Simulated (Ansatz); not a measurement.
# CH4N2OSi: basis-set convergence

Aim: see how fast density functionals converge with the basis set for CH4N2OSi.

Method: one geometry, several basis sets; program: Ansatz 0.2.0, Gaussian basis.

The runs, in order: PBE0-D4/def2-SVP; ωB97M-V/def2-SVP; PBE0-D4/def2-QZVPP; ωB97M-V/def2-QZVPP; the functionals' def2-TZVPP values are taken from earlier runs.

**1. Structure used throughout**

All runs share one geometry, relaxed beforehand with PBE0-D4 in a triple-zeta def2 set.

9 atoms, charge 0, spin multiplicity 1.

Atoms are counted from 1 here; the program's logs count them from 0.

Bond lengths: O1–C2 1.327 Å, O1–H6 0.967 Å, C2–N3 1.297 Å, C2–N5 1.379 Å, N3–Si4 1.749 Å, Si4–N5 1.771 Å, Si4–H7 1.482 Å, Si4–H8 1.481 Å, N5–H9 1.005 Å. Angles: C2–O1–H6 106.2°, O1–C2–N3 126.9°, O1–C2–N5 119.6°, N3–C2–N5 113.5°, C2–N3–Si4 85.2°, N3–Si4–N5 79.0°, N3–Si4–H7 116.8°, N3–Si4–H8 118.6°, N5–Si4–H7 114.4°, N5–Si4–H8 114.7°, H7–Si4–H8 110.3°, C2–N5–Si4 82.0°, C2–N5–H9 123.3°, Si4–N5–H9 143.1°.

**2. PBE0-D4 in def2-SVP**

in.yaml reads:

```yaml
crystal:
  periodic: [false, false, false]
  atoms:
    - {symbol: O, position_ang: [-0.448268, 2.032339, 0.018982]}
    - {symbol: C, position_ang: [-0.214531, 0.734255, -0.129936]}
    - {symbol: N, position_ang: [-0.013768, 0.101493, -1.244430]}
    - {symbol: Si, position_ang: [0.287314, -1.290495, -0.228825]}
    - {symbol: N, position_ang: [-0.186668, -0.084875, 0.979397]}
    - {symbol: H, position_ang: [-0.422269, 2.415119, -0.868179]}
    - {symbol: H, position_ang: [1.693173, -1.746866, -0.118290]}
    - {symbol: H, position_ang: [-0.623162, -2.454599, -0.332085]}
    - {symbol: H, position_ang: [0.016580, 0.247329, 1.906366]}
basis:
  gaussian: {orbitals: def2-SVP}
hamiltonian: {xc: pbe0, dispersion: d4}
output: {orbitals: {seedname: orbitals}}
```

Run with:

```console
$ ansatz run in.yaml --threads 2 --pin off --events-out ev --progress --plain --max-ram 4352MiB
```

After this run come: ωB97M-V in def2-SVP; PBE0-D4 in def2-QZVPP; ωB97M-V in def2-QZVPP.

Before running them: what should the planned runs give, taken together? Wanted: PBE0-D4: double and triple zeta above quadruple; ωB97M-V: double and triple zeta above quadruple.

The runs gave:

| quantity | value |
| --- | --- |
| PBE0-D4: double and triple zeta above quadruple | 10.70, 0.63 eV |
| ωB97M-V: double and triple zeta above quadruple | 10.86, 0.58 eV |

What this shows: For PBE0-D4 the step from double to triple zeta gains 10.07 eV and the next only 0.63 eV. Total energies overstate the basis error of differences, where much of it tends to cancel. The LUMO of ωB97M-V is positive and keeps falling with the basis (2.43 to 1.23 eV): an unbound level that the basis holds in place.
